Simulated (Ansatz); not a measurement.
# AlGe+ (singlet): wave-function methods side by side at distance Ge1–Al2 = 4.216 Å, cc-pVTZ

The task here is to estimate one member of a computed series from the others.

Program: Ansatz 0.2.0, Gaussian basis. Level of theory: cc-pVTZ, core rule «outside noble gas», up to 19 orbitals frozen. These are calculated values, not measurements.

Plan: UHF; CCSD(T) on RHF; BCCD(T) on RHF; CISD; CCSDT(Q) on RHF; CCSDT(Q) on UHF; CASSCF and MRCISD+Q, 2 electrons in 2 orbitals; CASSCF and NEVPT2, 2 electrons in 2 orbitals; CASSCF and MRCISD+Q, 6 electrons in 8 orbitals; CASSCF and NEVPT2, 6 electrons in 8 orbitals.

30 further runs of the same task are left out: 27 that didn't finish, 3 set aside as unsound or not needed.

### What is computed

The geometry derives from a PBE0/def2-TZVP stationary point (not a proven minimum). One bond is set to the value named and the two fragments are kept rigid. No spin-orbit coupling is included. The filled d shell of Ge may be among the frozen orbitals whatever the setting's name suggests; the logs give the count.

2 atoms, charge 1, spin multiplicity 1.

Atoms are counted from 1 here; the program's logs count them from 0.

No contacts short enough for the rule that draws bonds.

Set-up of the first run:

in.yaml reads:

```yaml
crystal:
  periodic: [false, false, false]
  atoms:
    - {symbol: Ge, position_ang: [0.000000, 0.000000, 0.000000]}
    - {symbol: Al, position_ang: [0.000000, 0.000000, 4.216000]}
basis:
  gaussian: {orbitals: cc-pVTZ}
total_charge: 1
magnetization: {spin_polarized: true, initial_magnetization: 0}
hamiltonian: {xc: hf}
output: {orbitals: {seedname: orbitals}}
```

Launch:

```sh
ansatz run in.yaml --threads 1 --pin off --events-out ev --progress --plain --max-ram 2393MiB
```

Among the steps run: UHF; CCSD(T) on RHF; BCCD(T) on RHF; CISD; CCSDT(Q) on RHF; CCSDT(Q) on UHF; CASSCF and MRCISD+Q, 2 electrons in 2 orbitals; CASSCF and NEVPT2, 2 electrons in 2 orbitals; CASSCF and MRCISD+Q, 6 electrons in 8 orbitals; CASSCF and NEVPT2, 6 electrons in 8 orbitals.

One table of the session follows, with a row left open; its other results are not shown here.

It belongs to the step «Misses and costs». 

```
          method  from RCCSDT(Q) (kcal/mol)
             RHF                     +83.96
            RMP2                     +24.29
            CISD                      +9.78
           RCCSD                      +3.39
        RCCSD(T)                      +0.95
         BCCD(T)                          ?
          RCCSDT                      +0.34
       RCCSDT(Q)                          0
  CASSCF valence                     +41.48
  NEVPT2 valence                     +14.64
  MRCISD valence                      +3.95
MRCISD+Q valence                      +1.71
```

Estimate the missing values for BCCD(T).

**Answer.** from RCCSDT(Q) (kcal/mol): +0.94. In the column «from RCCSDT(Q) (kcal/mol)» it lies between RCCSDT (+0.34) and RCCSD(T) (+0.95).

Not comparable, so not listed: CCSDT(Q) on UHF; CASSCF and NEVPT2, 2 electrons in 2 orbitals (they don't share determinant, frozen orbitals or solution with the rows shown, or repeat one).

Caveats from the session: Left out of the table: CASSCF pair, MRCISD pair, MRCISD+Q pair (the active space lost an orbital or holds another state than full CI finds). Warnings in the runs' records: passed over end.
